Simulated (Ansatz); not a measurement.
# CaF (charge +1): a ladder of basis sets

With the Python package of Ansatz (0.2.0).

Input file `caf.xyz`:
```text
2

Ca    0.00000    0.00000    0.00000
F     0.00000    0.00000    2.30500
```

Notebook, run cell by cell (the value of a cell's last expression is shown):

```python
import ansatz as az
```

```python
XC = "B3LYP"
CHARGE = 1
```

```python
mol = az.Crystal.molecule_from_extxyz("caf.xyz")
```

```python
base = mol.calculation().functional(XC).charge(CHARGE)
```

```python
energies = {}
for basis in ["STO-3G", "6-31G", "6-31G*", "def2-SVP", "def2-SVPD", "def2-TZVP", "def2-TZVPP"]:
    rep = base.basis(gaussian=basis).run(threads=1, pin="off").report
    size = rep["n_frozen"] + rep["n_occupied"][0] + rep["n_virtual"][0]
    energies[basis] = (rep["reference_energy_ev"] / 27.211386246, rep["free_energy_ev"] / 27.211386246)
    print(f"{basis:14s} {size:4d} orbitals  reference {energies[basis][0]:14.6f} Ha  total {energies[basis][1]:14.6f} Ha")
```

    STO-3G           18 orbitals  reference    -768.861017 Ha  total    -768.861017 Ha
    6-31G            38 orbitals  reference    -777.188894 Ha  total    -777.188894 Ha
    6-31G*           50 orbitals  reference    -777.202370 Ha  total    -777.202370 Ha
    def2-SVP         38 orbitals  reference    -777.073747 Ha  total    -777.073747 Ha
    def2-SVPD        50 orbitals  reference    -777.092323 Ha  total    -777.092323 Ha
    def2-TZVP        67 orbitals  reference    -777.290211 Ha  total    -777.290211 Ha
    def2-TZVPP       67 orbitals  reference    -777.290211 Ha  total    -777.290211 Ha

```python
last = energies["def2-TZVPP"][1]
for basis, (_, total) in energies.items():
    print(f"{basis:14s} lies {27.211386 * (total - last):9.4f} eV above def2-TZVPP")
```

    STO-3G         lies  229.3701 eV above def2-TZVPP
    6-31G          lies    2.7570 eV above def2-TZVPP
    6-31G*         lies    2.3903 eV above def2-TZVPP
    def2-SVP       lies    5.8903 eV above def2-TZVPP
    def2-SVPD      lies    5.3848 eV above def2-TZVPP
    def2-TZVP      lies    0.0000 eV above def2-TZVPP
    def2-TZVPP     lies    0.0000 eV above def2-TZVPP

Against STO-3G: 6-31G -8327.9 mHa, 6-31G* -8341.4 mHa, def2-SVP -8212.7 mHa, def2-SVPD -8231.3 mHa, def2-TZVP -8429.2 mHa and def2-TZVPP -8429.2 mHa. The last step alone is +0.00 mHa (these two sets differ little on atoms other than hydrogen). From the first set to the last the time grows from 0.5 to 0.9 s.

Reading the output:
- The drop along the ladder measures the basis error, and is no property of the molecule.
- The geometry is a force-field or estimated start, not a minimum of this method, and the last set is no limit. Much of the fall in a total is atomic energy, which cancels in bond and reaction energies.
- b3lyp holds the VWN-RPA fit, as in Gaussian; the form of ORCA and Turbomole is b3lyp5.
- Totals across families of basis sets mostly measure their core functions.
- The spin state was assumed, and another may lie lower.
- The whole script took 5.5 s on 1 thread of Arm Neoverse V2, on a shared host, peak memory 0.16 GiB.

(Lines on the test bed's own set-up are left out of the output.)
